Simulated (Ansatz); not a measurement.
# P: an axial (c/a) deformation path

An exercise on one series of results from a longer session: the logs are not shown, and one member is left open.

Method: DFT r2SCAN, scalar-relativistic, plane waves, PAW, in Ansatz 0.2.0.

1 further run of the same task is left out (set aside as unsound or not needed).

### Starting point

Symmetry: Imma, No. 74, orthorhombic system. Conventional cell: a = 3.383 Å, b = 5.030 Å, c = 3.718 Å, α = 90.00°, β = 90.00°, γ = 90.00°. Around P (site symmetry mm2) lie 4 P at 2.24 to 2.55 Å.

Structure file:

```
P
1.0
    -1.69151    2.51517    1.85894
     1.69151   -2.51517    1.85894
     1.69151    2.51517   -1.85894
P
2
Cartesian
  0.0000 3.7727 0.1982
  1.6915 -1.2576 1.6607
```

It goes back to an entry of the Materials Project, which need not be the stable form.

No relaxation comes first: the listed cell is the starting point.

### Zero of energy

The reference gives a free energy of -1518.1357 eV, pressure 1.61 GPa, largest force 0.166 eV/Å and gap on the mesh none (metal). It was computed beforehand with the settings of the runs below.

The first run:

At fixed volume and fractional coordinates, lengths along (0.000, 0.000, 1.000) are scaled against those across it; ρ is that ratio over its starting value.

File input.yaml:

```yaml
crystal:
  lattice:
    - [-1.7856716574, 2.6551772123, 1.6680623855]
    - [1.7856716574, -2.6551772123, 1.6680623855]
    - [1.7856716574, 2.6551772123, -1.6680623855]
  atoms:
    - { symbol: P, position: [0.80330911, 0.05330911, 0.75] }
    - { symbol: P, position: [0.19669089, 0.94669089, 0.25] }
basis:
  ecutwfc: 500
kpoints:
  mp_grid: { grid: [20, 20, 20] }
hamiltonian:
  xc: r2scan
scf:
  occupations: { method: gaussian, width: 0.15 }
output:
  forces: true
  stress: true
  eigenvalues: true
  write_density: true
  write_potential: true
  elf: true
  volumetric_format: npy
```

Launch:

```sh
ansatz run input.yaml --threads 1 --pin off --max-ram 2560MiB --backend cpu --events-out ev --progress --plain --runs-dir out
```

Steps of the session up to this table: At ρ = 0.850; Point ρ = 1.200; At ρ = 0.920; Point ρ = 1.100; ρ = 0.960; ρ = 1.050; At ρ = 0.800.

One of the session's tables, all rows but one given; the rest of the session is left out.

It belongs to the step «The scan collected». The scan, with free energies counted from the undisturbed cell:

| ρ | ΔE (meV/atom) | pressure (GPa) |
| --- | --- | --- |
| 0.800 | 271.5 | 0.9 |
| 0.850 | 151.0 | 0.8 |
| 0.920 | 40.8 | 0.9 |
| 0.960 | 9.9 | 1.2 |
| 1.000 | 0.0 | 1.6 |
| 1.050 | 12.2 | 2.2 |
| 1.100 | ? | ? |
| 1.200 | 135.8 | 3.4 |

**Question.** Estimate the row for ρ = 1.100.

Worked estimate for «ΔE (meV/atom)». A straight line through the neighbours (1.050, 12.2) and (1.200, 135.8) gives 12.2 + (135.8 − 12.2) × (1.100 − 1.050) / (1.200 − 1.050) = 53.4; a parabola fitted to 3 rows on both sides gives 38.9.

**Answer.** ΔE (meV/atom): 43.0; pressure (GPa): 2.7. In «ΔE (meV/atom)» the line misses by +10.4 and the parabola by -4.1.
